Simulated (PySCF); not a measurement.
# CeN: from the state search to spectroscopic constants

One table from this session's results is given with a row withheld; the runs are named, their logs left out.

The runs use PySCF 2.14.0; Ce x2c-TZVPall, N x2c-TZVPall, spin-free X2C with a Gaussian nucleus.

Set-up of the first run:

Settings of the job:

```
atoms                         : Ce, N
charge                        : 0
basis                         : Ce x2c-TZVPall, N x2c-TZVPall
Hamiltonian                   : spin-free X2C with a Gaussian nucleus
basis functions               : 135
electrons treated             : 65
masses in u                   : 139.9054, 14.0031
levels                        : PBE0, PBE, r²SCAN, TPSS, B2PLYP, HF, MP2, SCS-MP2
grid                          : 80 radial by 434 angular points
occupations                   : held fixed by the projection of orbital angular momentum
dissociation limit            : Ce + N, each in its ground configuration
starting distance in angstrom : 1.983
values of 2S to try           : 1, 3, 5
```

Command:

```bash
$ OMP_NUM_THREADS=4 python dia.py task.json out
```

Steps of the session up to this table: Set-up; First curve: PBE0; Other states along the same grid; PBE (GGA); r²SCAN (meta-GGA); TPSS (meta-GGA); B2PLYP (double hybrid); UHF (mean field).

One table of the session follows, with a row left open; its other results are not shown here.

It belongs to the step «Constants by level of theory». 

| level | Re (Å) | ωe (cm⁻¹) | De (eV) |
| --- | --- | --- | --- |
| UHF | 1.753 | 993 | 1.40 |
| UHF-MP2 | 1.841 | 760 | 6.57 |
| UHF-SCS-MP2 | 1.833 | 780 | 6.30 |
| PBE | 1.771 | 907 | 7.06 |
| TPSS | 1.763 | 890 | 6.76 |
| r²SCAN | 1.755 | 921 | 6.29 |
| PBE0 | 1.750 | 947 | 6.16 |
| B2PLYP | ? | ? | ? |

Estimate the missing values for B2PLYP.

As computed: Re (Å): 1.801; ωe (cm⁻¹): 835; De (eV): 6.14. In the column «Re (Å)» it lies between PBE (1.771) and UHF-SCS-MP2 (1.833).

De is counted to Ce + N in their ground configurations.

Limits of these values: At some levels the lowest empty orbital lies below the highest filled one (the two can be of opposite spin).
